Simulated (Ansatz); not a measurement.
# RbGeN: the cost of one run

Computed with Ansatz 0.2.0 (DFT PBE, scalar-relativistic, plane waves, PAW, unless a step's input says otherwise).

**1. Starting point**

It takes space group P4/nmm (No. 129, tetragonal). The conventional cell has a = 4.566 Å, b = 4.566 Å, c = 8.036 Å, α = 90.00°, β = 90.00°, γ = 90.00°. Rb (site symmetry 4mm) has 5 N at 3.42 to 3.84 Å and 4 Ge at 3.51 Å as nearest neighbours. Ge (site symmetry -4m2) is surrounded by 4 N at 2.75 Å. N (site symmetry 4mm) is surrounded by 4 Ge at 2.75 Å and 5 Rb at 3.42 to 3.84 Å.

As a file:

```cif
data_structure
_symmetry_space_group_name_H-M 'P4/nmm:1'
_symmetry_Int_Tables_number 129
_cell_length_a 4.5661
_cell_length_b 4.5661
_cell_length_c 8.0364
_cell_angle_alpha 90.000
_cell_angle_beta 90.000
_cell_angle_gamma 90.000
_cell_volume 167.55
loop_
_atom_site_label
_atom_site_type_symbol
_atom_site_symmetry_multiplicity
_atom_site_Wyckoff_symbol
_atom_site_fract_x
_atom_site_fract_y
_atom_site_fract_z
_atom_site_occupancy
Rb1 Rb 2 c 0.50000 0.00000 0.66800 1
Ge1 Ge 2 a 0.00000 0.00000 0.00000 1
N1 N 2 c 0.50000 0.00000 0.19050 1
```

The cell is invented: species swapped into a database cell of BaMnGe (P4/nmm, No. 129), with Rb on the Ba sites, Ge on the Mn sites and N on the Ge sites. Lengths come from tabulated atomic sizes and are only a guess.

**2. A first look at the guess**

input.yaml reads:

```yaml
crystal:
  lattice:
    - [4.56611593, 0.0, 0.0]
    - [0.0, 4.56611593, 0.0]
    - [0.0, 0.0, 8.03636412]
  atoms:
    - { symbol: Rb, position: [0.5, 0.0, 0.66799998] }
    - { symbol: Rb, position: [0.0, 0.5, 0.33200002] }
    - { symbol: Ge, position: [0.0, 0.0, 0.0] }
    - { symbol: Ge, position: [0.5, 0.5, 0.0] }
    - { symbol: "N", position: [0.5, 0.0, 0.19050001] }
    - { symbol: "N", position: [0.0, 0.5, 0.80949999] }
basis:
  ecutwfc: 420
kpoints:
  mp_grid: { grid: [4, 4, 2] }
hamiltonian:
  xc: pbe
scf:
  occupations: { method: gaussian, width: 0.1 }
  lower_state_search: "off"
output:
  forces: true
  stress: true
  eigenvalues: true
```

Started as:

```console
$ ansatz run input.yaml --threads 1 --pin off --max-ram 2560MiB --backend cpu --events-out ev --progress --plain --runs-dir out
```

Q: Estimate wall time and peak memory on 1 thread of Arm Neoverse V2, shared host.

About 3.9 s, with a peak of 0.39 GiB.
